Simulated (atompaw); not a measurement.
# Pseudopotential generation for gallium: PAW (atompaw), PBE

Do these settings give a usable potential? It is generated, then checked for scattering, ghosts and hardness.

The numbers are computed with atompaw 4.2.0.5 (PBE, scalar-relativistic, spin-unpolarised reference atom).

## (1) The atom and the settings

The settings as typed:

| Item | Value |
| --- | --- |
| element | gallium (Ga, Z = 31) |
| type | PAW |
| frozen core | [Ar] |
| valence charge | 13 |
| reference configuration | 3d10 4s1.75 4p1.25 |
| partial waves | 4s (bound): rc 1.95 bohr; 4s channel at 2.05 Ry: rc 0.70 bohr; 4p (bound): rc 1.95 bohr; 4p channel at 4.1 Ry: rc 1.95 bohr; 3d (bound): rc 0.75 bohr; 3d channel at 1.35 Ry: rc 0.75 bohr |
| local potential | vpsmatchnc scheme with l = 3 at 1 Ry, radius 1.40 bohr |
| core correction | smooth core density matched at 1.55 bohr |
| augmentation charge | sinc compensation charge, radius 1.70 bohr; PAW radius 1.95 bohr; waves and projectors: custom rrkj vanderbiltortho |

The nodes and maxima of the atom's own shells, from an earlier all-electron run, set the scale for the radii.

All-electron outer shells of the reference configuration (PBE, scalar-relativistic, ld1.x):

```csv
shell,level (eV),outermost node (bohr),outermost maximum (bohr)
3s,-148.63,0.27,0.56
3p,-99.37,0.24,0.56
3d,-19.65,–,0.53
4s,-9.24,0.81,1.90
4p,-2.78,0.87,2.53
```

## (2) Generation

File Ga.input:

```
Ga 31
GGA-PBE scalarrelativistic loggrid 1500 logderivrange -3 5 201
4 4 3 0 0 0
4 0 1.75
4 1 1.25
0 0 0
c
c
c
v
c
c
v
v
2
1.95 1.70 1.40 1.55
y
2.05
n
y
4.1
n
y
1.35
n
custom rrkj vanderbiltortho sinc
3 1 vpsmatchnc
1.95
0.70
1.95
1.95
0.75
0.75
PWSCFOUT
UPFDX 0.0125d0 UPFXMIN -7.d0 UPFZMESH 31.d0
END
```

Launch:

```sh
$ atompaw < Ga.input > Ga.log
```

What does the calculation give? Wanted: cutoffs for 10 and 1 mRy, occupied levels; bound ghosts; largest phase difference near zero energy, channels read; lowest eigenvalue of the overlap; share of valence orbitals outside the PAW sphere; UPF file.

As calculated:

```
                                                quantity                     value
               cutoffs for 10 and 1 mRy, occupied levels    300 Ry and over 300 Ry
                                            bound ghosts            s at -13.13 eV
largest phase difference near zero energy, channels read                 0.003 rad
         lowest eigenvalue of the overlap (Bessel basis)                 0.003 (s)
        share of valence orbitals outside the PAW sphere  4s 62 %, 4p 85 %, 3d 3 %
                                                UPF file                   written
```

What this shows: It has a bound ghost (s), a state that the atom doesn't have, and that rules the file out. The overlap operator is nearly singular (0.003). The potential is very hard: the looser tolerance needs 300 Ry. The tighter tolerance needs over 300 Ry, and converged work needs a cutoff nearer that. The slowest occupied level is 3d: taken alone it needs 300 Ry to come within 1 mRy, against 8 Ry for 4s. Near zero energy the phases of the channels with partial waves agree within 0.003 rad. The pseudo curves have a pole with no partner nearby in the atom's: s at -0.98 Ry.
